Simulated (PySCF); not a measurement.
**One shape, several levels: CH3BrF2Ge (SMILES F[C](F)([GeH3])Br)**

We compute a comparison of 6 runs (HF/3-21G, B3LYP/6-31G*, PBE/def2-SVP, PBE0/def2-SVP, MP2/def2-SVPD) of CH3BrF2Ge. The job is set up through a Python script.

Program for the calculation: PySCF 2.14.0.

## 1. The structure to begin with

CH3BrF2Ge: 8 atoms, total charge 0, spin state singlet. SMILES: `F[C](F)([GeH3])Br`. Geometry: a GFN2-xTB relaxation, a rough one for these elements and not checked as a minimum.

Bond lengths: F1–C2 1.345 Å, C2–F3 1.345 Å, C2–Ge4 1.999 Å, C2–Br5 1.966 Å, Ge4–H6 1.489 Å, Ge4–H7 1.489 Å, Ge4–H8 1.492 Å. Some angles: F1–C2–F3 106.3°, F1–C2–Ge4 112.5°, F1–C2–Br5 108.0°, F3–C2–Ge4 112.6°, F3–C2–Br5 108.0°, Ge4–C2–Br5 109.2°, C2–Ge4–H6 105.9°, C2–Ge4–H7 105.9°, C2–Ge4–H8 107.8°, H6–Ge4–H7 112.1°.

## 2. Energy and gradient at HF/3-21G (run 1)

run.py reads:

```python
# F[C](F)([GeH3])Br
from pyscf import gto, scf

system = gto.Mole()
system.atom = '''
F    1.456410  -0.246540   1.269610
C    0.950980  -0.012840   0.045300
F    1.546740  -0.888650  -0.783710
Ge  -1.042930  -0.147030   0.002640
Br   1.488990   1.798680  -0.497410
H   -1.542670   0.883550   0.953400
H   -1.440970   0.145250  -1.402090
H   -1.416540  -1.532420   0.412250
'''
system.verbose = 4
system.basis = '3-21g'
system.max_memory = 1860
system.charge = 0
system.build()

hf = scf.RHF(system)
hf.conv_tol = 1e-10
hf.kernel()
if not hf.converged:
    hf = hf.newton().run(hf.mo_coeff, hf.mo_occ)

etot = hf.e_tot
print(f'total energy: {etot:.8f} hartree')
grad = hf.nuc_grad_method().kernel()
hf.analyze()
```

Run with:

```console
$ OMP_NUM_THREADS=1 python run.py
```

What it wrote:

```text
PySCF version 2.14.0

[... 87 lines left out ...]
MO #2   energy= -402.730728598422  occ= 2
[... 14 lines left out ...]
MO #17  energy= -7.35936786036055  occ= 2
[... 14 lines left out ...]
MO #32  energy= -1.58184264157543  occ= 2
[... 14 lines left out ...]
MO #47  energy= -0.408787094561252 occ= 2
[... 14 lines left out ...]
MO #62  energy= 0.944313995871796  occ= 0
[... 14 lines left out ...]
MO #77  energy= 4.20789672377548   occ= 0
[... 88 lines left out ...]
Dipole moment(X, Y, Z, Debye): -2.88768, -0.11517, -0.07523
```

Wall time 13 s (1 thread of Intel Xeon at 2.50GHz (Skylake/Cascade Lake), shared host); peak memory 0.15 GiB.

## 3. Energy and gradient at B3LYP/6-31G(d) (spherical functions) (run 2)

run.py reads:

```python
from pyscf import gto, dft

system = gto.M(
    atom='''
F    1.456410  -0.246540   1.269610
C    0.950980  -0.012840   0.045300
F    1.546740  -0.888650  -0.783710
Ge  -1.042930  -0.147030   0.002640
Br   1.488990   1.798680  -0.497410
H   -1.542670   0.883550   0.953400
H   -1.440970   0.145250  -1.402090
H   -1.416540  -1.532420   0.412250
''',
    max_memory=1860,
    verbose=3,
    basis='6-31g*',
)

calc0 = dft.RKS(system)
calc0.xc = 'b3lyp'
calc0.grids.level = 5
calc0.conv_tol = 1e-10
calc0.kernel()
if not calc0.converged:
    calc0 = calc0.newton().run(calc0.mo_coeff, calc0.mo_occ)

e_final = calc0.e_tot
print('E = %.10f Eh' % e_final)
grad = calc0.nuc_grad_method().kernel()
calc0.analyze()
```

Run with:

```console
$ OMP_NUM_THREADS=1 python run.py
```

What it wrote:

```text
converged SCF energy = -4890.19524714769
[... 26 lines left out ...]
MO #17  energy= -6.53075425860827  occ= 2
[... 18 lines left out ...]
MO #36  energy= -0.605427020868744 occ= 2
[... 18 lines left out ...]
MO #55  energy= 0.149860526263556  occ= 0
[... 18 lines left out ...]
MO #74  energy= 0.824448674287428  occ= 0
[... 18 lines left out ...]
MO #93  energy= 1.98401473466023   occ= 0
[... 18 lines left out ...]
MO #112 energy= 4.96576073862256   occ= 0
[... 9 lines left out ...]
Dipole moment(X, Y, Z, Debye): -2.05097, -0.51477,  0.08135
```

Run time: 2.2 min. Hardware: 1 thread of Intel Xeon at 2.50GHz (Skylake/Cascade Lake), shared host; peak memory 1.1 GiB.

Runs 3 to 4 aren't shown in full; the table further down has their settings and results.

## 4. Energy and forces at PBE0/def2-SVP (run 5)

job.py reads:

```python
import pyscf.grad
from pyscf import gto, dft

mol = gto.Mole()
mol.atom = '''
F      2.752216    -0.465893     2.399215
C      1.797092    -0.024264     0.085605
F      2.922915    -1.679305    -1.480997
Ge    -1.970852    -0.277846     0.004989
Br     2.813783     3.399013    -0.939969
H     -2.915224     1.669668     1.801665
H     -2.723039     0.274483    -2.649566
H     -2.676873    -2.895854     0.779040
'''
mol.basis = 'def2-svp'
mol.verbose = 3
mol.max_memory = 1860
mol.unit = 'bohr'
mol.build()

mf = dft.RKS(mol)
mf.xc = 'pbe0'
mf.conv_tol = 1e-10
mf.grids.level = 5
mf.kernel()
if not mf.converged:
    mf = mf.newton().run(mf.mo_coeff, mf.mo_occ)

e_tot = mf.e_tot
print(f'total energy: {e_tot:.8f} hartree')
grad = mf.Gradients().kernel()
mf.analyze()
```

Run with:

```console
$ OMP_NUM_THREADS=1 python job.py
```

What it wrote:

```text
converged SCF energy = -4889.17836933802
[... 25 lines left out ...]
MO #16  energy= -6.58237360393723  occ= 2
[... 20 lines left out ...]
MO #37  energy= -0.592137763495839 occ= 2
[... 20 lines left out ...]
MO #58  energy= 0.3350613729841    occ= 0
[... 20 lines left out ...]
MO #79  energy= 0.98724860768431   occ= 0
[... 20 lines left out ...]
MO #100 energy= 2.00374903271098   occ= 0
[... 20 lines left out ...]
MO #121 energy= 3.85674957802447   occ= 0
[... 9 lines left out ...]
Dipole moment(X, Y, Z, Debye): -2.09460, -0.28615,  0.00845
```

Wall time 97 s (1 thread of Intel Xeon at 2.50GHz (Skylake/Cascade Lake), shared host); peak memory 1.3 GiB.

## 5. Energy and gradient at MP2/def2-SVPD (run 6)

job.py reads:

```python
# F[C](F)([GeH3])Br
import pyscf.grad
from pyscf import gto, mp

mol = gto.Mole()
mol.atom = '''
F        1.456410      -0.246540       1.269610
C        0.950980      -0.012840       0.045300
F        1.546740      -0.888650      -0.783710
Ge      -1.042930      -0.147030       0.002640
Br       1.488990       1.798680      -0.497410
H       -1.542670       0.883550       0.953400
H       -1.440970       0.145250      -1.402090
H       -1.416540      -1.532420       0.412250
'''
mol.basis = 'def2-svpd'
mol.charge = 0
mol.verbose = 3
mol.max_memory = 1860
mol.build()

hf = mol.RHF()
hf.conv_tol = 1e-10
hf.kernel()
if not hf.converged:
    hf = hf.newton().run(hf.mo_coeff, hf.mo_occ)

pt = mp.MP2(hf, frozen=21).run()
energy = pt.e_tot
print(f'total energy: {energy:.8f} hartree')
grad = pt.Gradients().kernel()
hf.analyze()
```

Run with:

```console
$ OMP_NUM_THREADS=1 python job.py
```

What it wrote:

```text
converged SCF energy = -4885.49076217173
[... 35 lines left out ...]
MO #24  energy= -3.20531397486272  occ= 2
[... 28 lines left out ...]
MO #53  energy= 0.129413472376907  occ= 0
[... 28 lines left out ...]
MO #82  energy= 0.466203199107584  occ= 0
[... 28 lines left out ...]
MO #111 energy= 0.99216969012504   occ= 0
[... 28 lines left out ...]
MO #140 energy= 2.25674188449496   occ= 0
[... 28 lines left out ...]
MO #169 energy= 4.42459576197255   occ= 0
[... 9 lines left out ...]
Dipole moment(X, Y, Z, Debye): -2.57779, -0.21051, -0.03422
```

It took 5 min on 1 thread of Intel Xeon at 2.50GHz (Skylake/Cascade Lake), shared host; peak memory 1.9 GiB.

## 6. The series

| run | level | integration grid | Cartesian functions | energy (Eh) | dipole moment (D) of the reference | HOMO energy (eV) | LUMO energy (eV) | wall time |
| --- | --- | --- | --- | --- | --- | --- | --- | --- |
| 1 | HF/3-21G | – | no | -4862.550860 | 2.89 | -11.12 | 3.02 | 13 s |
| 2 | B3LYP/6-31G* (spherical functions) | 5 | no | -4890.195247 | 2.12 | -7.96 | -0.83 | 2.2 min |
| 3 | B3LYP/6-31G* (Cartesian functions) | 5 | yes | -4890.211640 | 2.11 | -7.96 | -0.84 | 2.3 min |
| 4 | PBE/def2-SVP | 5 | no | -4889.032980 | 1.83 | -6.90 | -1.41 | 98 s |
| 5 | PBE0/def2-SVP | 5 | no | -4889.178369 | 2.11 | -8.28 | -0.50 | 97 s |
| 6 | MP2/def2-SVPD | – | no | -4886.499764 | 2.59 | -11.46 | 1.76 | 5 min |

## 7. Summary of results

| quantity | value |
| --- | --- |
| run 6: total energy | -4886.49976 Eh |
| run 6: dipole moment (Hartree–Fock density) | 2.59 D |
| run 6: HOMO energy (Hartree–Fock orbitals) | -11.46 eV |
| run 6: LUMO energy (Hartree–Fock orbitals) | 1.76 eV |
| run 6: HOMO–LUMO gap (Hartree–Fock orbitals) | 13.22 eV |
| run 6: correlation energy (21 core orbitals frozen) | -1009.0 mEh |
| run 6: largest force on an atom | 0.614 eV/Å |

Over runs 1, 2, 3, 4, 5 the dipole moment (its size) runs from 1.83 D (PBE/def2-SVP) to 2.89 D (HF/3-21G). The two ends differ in method and basis. Over runs 1, 2, 3, 4, 5 the HOMO–LUMO gap runs from 5.49 eV (PBE/def2-SVP) to 14.14 eV (HF/3-21G). Totals of different functionals can't be ranked against each other. All runs together took 13 min, the longest 5 min.
